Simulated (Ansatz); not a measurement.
# C2HF2Si (SMILES [C]#C[SiH](F)F) at U-r2SCAN/def2-SVPD

What is the vertical ionisation energy of C2HF2Si at U-r2SCAN/def2-SVPD? 

The calculation is run with Ansatz 0.2.0.

45 further runs of the same task are left out: 45 set aside as unsound or not needed.

**1. The structure to begin with**

The species is C2HF2Si (6 atoms), meant as a doublet with charge 0. As SMILES, `[C]#C[SiH](F)F`. Geometry: relaxed at PBE0-D4/def2-TZVP.

Bond lengths: C1–C2 1.211 Å, C2–Si3 1.812 Å, Si3–F4 1.580 Å, Si3–F5 1.580 Å, Si3–H6 1.468 Å. Angles: C1–C2–Si3 176.8°, C2–Si3–F4 108.8°, C2–Si3–F5 108.8°, F4–Si3–F5 107.9°, C2–Si3–H6 112.5°, F4–Si3–H6 109.4°, F5–Si3–H6 109.4°.

**2. The energy at U-r2SCAN/def2-SVPD**

input.yaml

```yaml
crystal:
  periodic: [false, false, false]
  atoms:
    - symbol: C
      position_ang: [0.858400, -2.085100, 1.052200]
    - symbol: C
      position_ang: [0.445300, -1.082600, 0.512900]
    - symbol: Si
      position_ang: [-0.183000, 0.459200, -0.201300]
    - symbol: F
      position_ang: [-1.479900, 0.138200, -1.044000]
    - symbol: F
      position_ang: [0.904100, 1.043400, -1.187100]
    - symbol: H
      position_ang: [-0.502800, 1.463000, 0.821300]
basis:
  gaussian:
    orbitals: def2-SVPD
hamiltonian:
  xc: {name: r2SCAN}
magnetization:
  spin_polarized: true
  initial_magnetization: 1
output: {orbitals: {seedname: orbitals}}
accuracy: high
total_charge: 0
```

Launch:

```console
$ ansatz run input.yaml --threads 1 --pin off --max-ram 3480MiB --events-out events.jsonl --progress --plain --runs-dir runs
```

The program printed:

```text
Warning: RAYON_NUM_THREADS=1 ignored (pool sized by the plan → 1); use --threads N
Functional definition: r2SCAN
  name "r2SCAN"
  parameter k0 = 0.174
  parameter k1 = 0.065
  parameter a1 = 4.9479
  exchange = r2scan_x(k0 = k0, k1 = k1, a1 = a1)
  correlation = r2scan_c
2309 factors; integrals over basis functions are off by at most 3.2e-9 eV
mean field evaluation 1: about -15381.4932 eV, gradient 4.0e1 eV
mean field evaluation 2: about -15369.9753 eV, gradient 6.6e1 eV
mean field evaluation 4: about -15387.6696 eV, gradient 5.8e0 eV
mean field evaluation 8: about -15387.8281 eV, gradient 4.2e-1 eV
mean field evaluation 16: about -15387.8335 eV, gradient 1.8e-3 eV
mean field evaluation 32: about -15387.8335 eV, gradient 7.2e-8 eV
mean field -15387.83352196 eV, -565.4924516837 hartree, gradient 7.2e-8 eV, S^2 0.803964; 4 other end points of the search recorded, 0 dependent functions left out
reference -15387.83352655 eV, -565.4924518525 hartree; 23, 22 occupied and 95, 96 virtual orbitals, 2309 factors
Total energy: -15387.83352655 eV, -565.4924518525 hartree
```

Wall time 39 s (1 thread of Intel Xeon Platinum 8259CL at 2.50GHz (Skylake/Cascade Lake), shared host); peak memory 0.55 GiB.

**3. The singlet cation, same level**

input.yaml

```yaml
crystal:
  periodic: [false, false, false]
  atoms:
    - {symbol: C, position_ang: [0.858400, -2.085100, 1.052200]}
    - {symbol: C, position_ang: [0.445300, -1.082600, 0.512900]}
    - {symbol: Si, position_ang: [-0.183000, 0.459200, -0.201300]}
    - {symbol: F, position_ang: [-1.479900, 0.138200, -1.044000]}
    - {symbol: F, position_ang: [0.904100, 1.043400, -1.187100]}
    - {symbol: H, position_ang: [-0.502800, 1.463000, 0.821300]}
basis:
  gaussian: {orbitals: def2-SVPD}
total_charge: 1
hamiltonian: {xc: r2scan}
accuracy: high
output: {orbitals: {seedname: orbitals}}
```

Launch:

```console
$ ansatz run input.yaml --threads 1 --pin off --max-ram 3480MiB --events-out events.jsonl --progress --plain --runs-dir runs
```

The program printed:

```text
Warning: RAYON_NUM_THREADS=1 ignored (pool sized by the plan → 1); use --threads N
[... 7 set-up lines as earlier in the session ...]
2309 factors; integrals over basis functions are off by at most 3.3e-9 eV
mean field evaluation 1: about -15353.2600 eV, gradient 1.0e2 eV
mean field evaluation 2: about -15191.0390 eV, gradient 2.7e2 eV
mean field evaluation 4: about -15362.0430 eV, gradient 6.6e1 eV
mean field evaluation 8: about -15371.5067 eV, gradient 2.6e1 eV
mean field evaluation 16: about -15374.4647 eV, gradient 1.0e-1 eV
mean field evaluation 32: about -15374.4575 eV, gradient 3.1e-1 eV
mean field evaluation 64: about -15373.5685 eV, gradient 2.5e0 eV
mean field -15374.46634230 eV, -565.0012168919 hartree, gradient 7.8e-8 eV, S^2 0.000000; 8 other end points of the search recorded, 0 dependent functions left out
reference -15374.46634358 eV, -565.0012169389 hartree; 22, 22 occupied and 96, 96 virtual orbitals, 2309 factors
Total energy: -15374.46634358 eV, -565.0012169389 hartree
```

Run time: 67 s. Hardware: 1 thread of Intel Xeon Platinum 8259CL at 2.50GHz (Skylake/Cascade Lake), shared host; peak memory 0.42 GiB.

**4. What came out**

At U-r2SCAN/def2-SVPD:

| quantity | value |
| --- | --- |
| doublet C2HF2Si: total energy | -565.49245 Eh |
| doublet C2HF2Si: HOMO energy (highest over α and β) | -8.15 eV |
| doublet C2HF2Si: LUMO energy (lowest over α and β) | -5.82 eV |
| doublet C2HF2Si: ⟨S²⟩ | 0.804 |
| singlet cation: total energy | -565.00122 Eh |
| vertical ionisation energy (to the singlet cation) | 13.367 eV |

In words: The vertical ionisation energy comes to 13.37 eV (1290 kJ/mol). Only the singlet of the ionised species was computed; a triplet could lie lower.
